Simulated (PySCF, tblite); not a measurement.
**C6H5F: geometry, infrared bands, NMR shifts and spin-spin couplings**

Wanted: the infrared bands, NMR shifts and spin-spin couplings of C6H5F (`C#C[C@@H]1C(=C)[C@H]1F`), by calculation.

Computed with tblite 0.8.0 and PySCF 2.14.0, with density-fitted response routines of our own, on a single molecule in the gas phase. Atoms are numbered from 0 throughout.

## (1) The molecule as given

12 atoms, charge 0, multiplicity 1; geometry from: force field or distance geometry start.

Bonds of the start (Å): C0–C1 1.20, C1–C2 1.43, C2–C3 1.43, C3–C4 1.31, C3–C5 1.40, C5–F6 1.38, C5–C2 1.58, C0–H7 1.06, C2–H8 1.08, C4–H9 1.09, C4–H10 1.09, C5–H11 1.07.

## (2) Geometry optimisation with GFN2-xTB

The job: settings as JSON, then the geometry in Å.

```
{"job": {"kind": "relax", "xc": "GFN2-xTB", "basis": "xTB"}, "charge": 0, "multiplicity": 1}
C      2.618700     0.263500    -0.990600
C      1.638300    -0.017000    -0.348700
C      0.498200    -0.373800     0.444100
C     -0.865400    -0.186600     0.048900
C     -1.867300    -0.663500    -0.648400
C     -0.427200     0.800200     0.940800
F     -0.843500     0.747800     2.255100
H      3.474300     0.524800    -1.563900
H      0.654100    -1.180500     1.150100
H     -2.834800    -0.167000    -0.650600
H     -1.754600    -1.557700    -1.260300
H     -0.289500     1.809100     0.597500
```

The run is started by

```sh
> OMP_NUM_THREADS=1 python probes_run.py task.json out
```

This one command runs all jobs of the session in turn.

**Question.** This job is followed by: GFN2-xTB harmonic vibrations, gas phase; GIAO PBE0/pcSseg-1 NMR shielding, non-relativistic, gas phase; B3LYP/pcJ-1 indirect spin-spin coupling, non-relativistic, gas phase. What will the session give for the following? strongest single infrared mode (GFN2-xTB); zero-point energy (GFN2-xTB); 13C shifts against TMS (PBE0/pcSseg-1); 1H shifts against TMS (PBE0/pcSseg-1); 19F shifts against CFCl3 (PBE0/pcSseg-1); surface potential, 1st and 99th percentile; largest coupling of the table (B3LYP/pcJ-1).

The runs gave:

| quantity | value |
| --- | --- |
| strongest single infrared mode (GFN2-xTB) | 1051 cm⁻¹, 57 km/mol |
| zero-point energy (GFN2-xTB) | 53.0 kcal/mol |
| 13C shifts against TMS (PBE0/pcSseg-1) | 140.9, 119.3, 85.4, 76.0, 72.4, 16.6 ppm |
| 1H shifts against TMS (PBE0/pcSseg-1) | 6.44, 6.26, 4.96, 2.42, 1.25 ppm |
| 19F shifts against CFCl3 (PBE0/pcSseg-1) | -219.4 ppm |
| surface potential, 1st and 99th percentile | -0.89 V and 1.33 V |
| largest coupling of the table (B3LYP/pcJ-1) | 1J(C,F) C5–F6, -306.2 Hz |

Relaxing lowered the energy by 0.199 eV in 42 steps; the close pair that moved most is C3–C5, from 1.400 to 1.462 Å. No mode is imaginary among the 30: a minimum at this level. The strongest single mode, at 1051 cm⁻¹, is spread over several atoms, H8, C5, H9, C3 among them. GFN2-xTB is a fitted tight-binding method: band positions and strengths are rough. Its intensities can rank the bands wrongly. The most deshielded carbon is C3 (fully substituted alkene carbon), at 140.9 ppm: the olefinic region. At PBE0/pcSseg-1: Shielding is most anisotropic at C1 (span 296 ppm, paramagnetic term -154 ppm). At PBE0/pcSseg-1, counted by nearest atom on the grid, the HOMO lies on C0 38 %; C1 26 %, the LUMO on C3, C4 about 27 % each; H8, H9, H10 about 8 % each. In the run at B3LYP/pcJ-1, the largest coupling of the table is C5–F6, -306.2 Hz, of which the Fermi-contact term gives -342.5 Hz. Couplings across rotatable bonds belong to this one conformer; where others are populated, the observed values are averages.
